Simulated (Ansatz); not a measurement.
# H6SSiSn: the cost of one run

All numbers are computed with the Python package of Ansatz 0.2.0. Level of theory: r2SCAN0/def2-SVP.

## (1) The structure

Bond lengths: Si1–Sn2 2.448 Å, Sn2–S3 2.408 Å, Si1–H4 1.423 Å, Si1–H5 1.496 Å, Si1–H6 1.519 Å, Sn2–H7 1.780 Å, Sn2–H8 1.737 Å, S3–H9 1.436 Å. Angles: Si1–Sn2–S3 109.1°, Si1–Sn2–H7 109.7°, Si1–Sn2–H8 109.9°, S3–Sn2–H7 109.9°, S3–Sn2–H8 110.3°, H7–Sn2–H8 108.0°, Sn2–Si1–H4 110.9°, Sn2–Si1–H5 112.2°, Sn2–Si1–H6 111.5°, H4–Si1–H5 107.7°, H4–Si1–H6 107.1°, H5–Si1–H6 107.2°, Sn2–S3–H9 93.1°.

The script holds or builds the structure itself.

## (2) The script

File bend.py:

```python
# -*- coding: utf-8 -*-
'''Energy of H6SSiSn against one bond angle.'''

import warnings

import ansatz as az
from ase import Atoms

warnings.simplefilter('ignore', az.DeckWarning)

atoms = Atoms(['Si', 'Sn', 'S', 'H', 'H', 'H', 'H', 'H', 'H'], positions=[
    (-1.0017, 0.9426, -0.9191),
    (0.6917, -0.5116, 0.0851),
    (0.1381, -0.8811, 2.3997),
    (-2.2943, 0.3564, -0.8226),
    (-0.7312, 1.2097, -2.366),
    (-1.068, 2.2884, -0.2177),
    (2.2924, 0.2567, -0.0392),
    (0.755, -2.0236, -0.7676),
    (1.3063, -1.6839, 2.6305),
])

# relax first, so that the scan starts from a minimum
first = (
    az.Crystal.molecule_from_ase(atoms).calculation()
    .basis(gaussian='def2-SVP')  # atom-centred Gaussian functions
    .functional('R2SCAN0')
    .relax(force_tolerance=0.02, max_steps=80)  # relax until the tolerances are met
)
atoms.positions = first.run(threads=1).report['positions_ang']

rows = []
for angle in [90, 100, 110, 120, 135, 150, 165, 179]:
    bent = atoms.copy()
    bent.set_angle(1, 2, 8, angle, indices=[8])
    calculation = az.Crystal.molecule_from_ase(bent).calculation().basis(gaussian='def2-SVP').functional('R2SCAN0')
    rows.append((angle, calculation.run(threads=1).report['free_energy_ev']))
floor = min(e for _, e in rows)
for angle, e in rows:
    print(f'angle Sn1-S2-H8 = {angle:3d} deg   {1000 * (e - floor):9.1f} meV')
```

## (3) What the engine is handed

The engine receives this input (first run):

```yaml
crystal:
  periodic: [false, false, false]
  atoms:
    - { symbol: Si, position_ang: [-1.0017, 0.9426, -0.9191] }
    - { symbol: Sn, position_ang: [0.6917, -0.5116, 0.0851] }
    - { symbol: S, position_ang: [0.1381, -0.8811, 2.3997] }
    - { symbol: H, position_ang: [-2.2943, 0.3564, -0.8226] }
    - { symbol: H, position_ang: [-0.7312, 1.2097, -2.366] }
    - { symbol: H, position_ang: [-1.068, 2.2884, -0.2177] }
    - { symbol: H, position_ang: [2.2924, 0.2567, -0.0392] }
    - { symbol: H, position_ang: [0.755, -2.0236, -0.7676] }
    - { symbol: H, position_ang: [1.3063, -1.6839, 2.6305] }
basis:
  gaussian:
    orbitals: def2-SVP
hamiltonian:
  xc: r2scan0
relax:
  f_tol: 0.02
  max_steps: 80
```

## (4) Running it

The run is started by

```
> python bend.py
```

What time and memory should one allow on 1 thread of Arm Neoverse V1, shared host?

About 1.7 min, with a peak of 0.3 GiB.
